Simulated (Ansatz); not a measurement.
# C4H9BF2: a ladder of functionals and wavefunction methods

One table from this session's results is given with a row withheld; the runs are named, their logs left out.

Method: functionals in def2-TZVPP, the program's frozen cores in correlated methods; program: Ansatz 0.2.0, Gaussian basis.

Levels to be run: LDA (SPW92), PBE-D4, revPBE-D4, BLYP-D4, r2SCAN-D4, B97M-V, PBE0-D4, B3LYP-D4, r2SCANh-D4, r2SCAN0-D4, HSE06-D4, BHLYP-D4, CAM-B3LYP-D4, LC-ωPBE, ωB97X-V, ωB97M-V, B2PLYP, PBE-QIDH; CCSD(T)/def2-SVP; MP2/def2-TZVPP; MP2/def2-QZVPP; RPA on PBE.

## The relaxed structure

All runs share one geometry, relaxed beforehand with PBE0-D4 in a triple-zeta def2 set.

SMILES `CC(C)(C)B(F)F`, 16 atoms, charge 0, spin multiplicity 1.

Atoms are counted from 1 here; the program's logs count them from 0.

Bond lengths: C1–C2 1.529 Å, C1–H8 1.095 Å, C1–H9 1.092 Å, C1–H10 1.093 Å, C2–C3 1.527 Å, C2–C4 1.540 Å, C2–B5 1.571 Å, C3–H11 1.092 Å, C3–H12 1.095 Å, C3–H13 1.093 Å, C4–H14 1.094 Å, C4–H15 1.095 Å, C4–H16 1.093 Å, B5–F6 1.324 Å, B5–F7 1.324 Å. Angles: C2–C1–H8 110.0°, C2–C1–H9 111.7°, C2–C1–H10 111.7°, H8–C1–H9 108.0°, H8–C1–H10 107.6°, H9–C1–H10 107.8°, C1–C2–C3 110.3°, C1–C2–C4 109.1°, C1–C2–B5 110.9°, C3–C2–C4 109.3°, C3–C2–B5 111.5°, C4–C2–B5 105.8°, C2–C3–H11 111.7°, C2–C3–H12 110.1°, C2–C3–H13 111.6°, H11–C3–H12 107.9°, H11–C3–H13 107.7°, H12–C3–H13 107.6° and more.

Set-up of the first run:

in.yaml reads:

```yaml
crystal:
  periodic: [false, false, false]
  atoms:
    - {symbol: C, position_ang: [0.284348, 0.774561, 1.276640]}
    - {symbol: C, position_ang: [0.031758, 0.058134, -0.050448]}
    - {symbol: C, position_ang: [1.131139, -0.968679, -0.315112]}
    - {symbol: C, position_ang: [-1.328828, -0.659801, 0.016973]}
    - {symbol: B, position_ang: [-0.087475, 1.089247, -1.229484]}
    - {symbol: F, position_ang: [-0.650214, 2.276626, -1.065810]}
    - {symbol: F, position_ang: [0.314970, 0.813219, -2.459840]}
    - {symbol: H, position_ang: [0.292657, 0.050633, 2.097783]}
    - {symbol: H, position_ang: [-0.489713, 1.515141, 1.488676]}
    - {symbol: H, position_ang: [1.249298, 1.288746, 1.280235]}
    - {symbol: H, position_ang: [0.970088, -1.498365, -1.256514]}
    - {symbol: H, position_ang: [1.154824, -1.710748, 0.489269]}
    - {symbol: H, position_ang: [2.117594, -0.499875, -0.362293]}
    - {symbol: H, position_ang: [-1.551795, -1.197445, -0.908785]}
    - {symbol: H, position_ang: [-1.314924, -1.392739, 0.830332]}
    - {symbol: H, position_ang: [-2.146726, 0.038644, 0.212681]}
basis:
  gaussian: {orbitals: def2-TZVPP}
hamiltonian: {xc: lda}
output: {orbitals: {seedname: orbitals}}
```

On the command line:

```console
$ ansatz run in.yaml --threads 4 --pin off --events-out ev --progress --plain --max-ram 11315MiB
```

Among the steps run: LDA; PBE-D4 (GGA); revPBE-D4 (GGA); BLYP-D4 (GGA); r2SCAN-D4 (meta-GGA); B97M-V (meta-GGA); B3LYP-D4 (hybrid); r2SCANh-D4 (hybrid); r2SCAN0-D4 (hybrid); HSE06-D4 (hybrid); BHLYP-D4 (hybrid); CAM-B3LYP-D4 (range-separated); LC-ωPBE (range-separated); ωB97X-V (range-separated); ωB97M-V (range-separated); B2PLYP (double hybrid); PBE-QIDH (double hybrid).

One of the session's tables, all rows but one given; the rest of the session is left out.

It belongs to the step «Orbital energies across the functionals». 

```
  functional  HOMO (eV)  gap (eV)
 LDA (SPW92)      -7.41      6.32
      PBE-D4      -7.31      6.56
   revPBE-D4      -7.25      6.65
     BLYP-D4      -7.25      6.60
   r2SCAN-D4          ?         ?
      B97M-V      -7.74      7.38
     PBE0-D4      -8.73      9.03
    B3LYP-D4      -8.55      8.56
  r2SCANh-D4      -8.12      8.17
  r2SCAN0-D4      -8.91      9.49
    HSE06-D4      -8.32      8.24
    BHLYP-D4     -10.13     11.34
CAM-B3LYP-D4     -10.19     11.50
     LC-ωPBE     -11.47     14.11
     ωB97X-V     -11.15     13.58
     ωB97M-V     -11.02     13.05
```

**Question.** Estimate the row for r2SCAN-D4.

Worked estimate for «HOMO (eV)». Against the share of exact exchange, r2SCANh-D4 (0.1, -8.12), r2SCAN0-D4 (0.25, -8.91) give a slope of -5.27 per unit share; at 0 the line stands at -7.59.

**Answer.** HOMO (eV): -7.59; gap (eV): 7.28. In «HOMO (eV)» the line misses by 0.00.
